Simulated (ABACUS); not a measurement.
Crystal: Ta3AsAu2O13.

```
Ta As Au O
1.0
     5.72385   -0.00745   -0.00403
     1.30279    6.25499    0.00561
     0.27574    1.30074    8.36754
Ta As Au O
3 1 2 13
Direct
  0.21713 0.30521 0.58431
  0.03325 0.11123 0.99855
  0.58248 0.62145 0.50482
  0.58707 0.89691 0.83049
  0.58004 0.09228 0.18613
  0.04485 0.82077 0.44682
  0.66201 0.69726 0.71088
  0.51632 0.13418 0.69625
  0.85098 0.88773 0.91932
  0.34466 0.87003 0.94651
  0.73015 0.29240 0.03095
  0.24622 0.21809 0.11075
  0.12900 0.09398 0.49104
  0.48032 0.38887 0.43499
  0.05966 0.26685 0.78594
  0.93330 0.53240 0.45645
  0.49975 0.85161 0.34971
  0.25256 0.62988 0.62473
  0.91878 0.95175 0.22636
```

The cell was built by a generator and needn't be a form met in nature.

Base run:

* Program: ABACUS 3.10.1
* Functional: PBE
* Potentials or basis: PseudoDojo NC SR 0.4.1 PBE standard
* Cutoff: 1143 eV
* Density cutoff: 4572 eV
* Basis: plane waves
* k mesh: 5 × 5 × 4
* Occupations: fermi-dirac, width 0.05 eV
* Spin: no spin polarisation

Its results: band gap on the k mesh 1.27 eV, indirect (least direct gap 1.33 eV); pressure -0.7 GPa; largest force 0.158 eV/Å.

Q: The run is repeated on the same cell with these changes: cutoff from 1143 eV to 1361 eV; density cutoff from 4572 eV to 5442 eV; basis from plane waves to DZP LCAO (the cutoffs set its grid). What comes out?

A: Band gap on the k mesh 1.21 eV, indirect (least direct gap 1.26 eV); pressure 2.0 GPa; largest force 0.993 eV/Å.

Caveats: spin-orbit coupling is left out, which moves the levels of the heavy elements; an odd mesh through Γ misses points on the zone boundary, where band edges often lie; there are fewer bands than atomic start orbitals, so a level may be missed at k points of high symmetry (some runs); the atomic orbitals were generated for these runs and aren't a published set (some runs); the basis of atomic orbitals isn't converged, which shifts pressures, moduli and gaps (some runs).
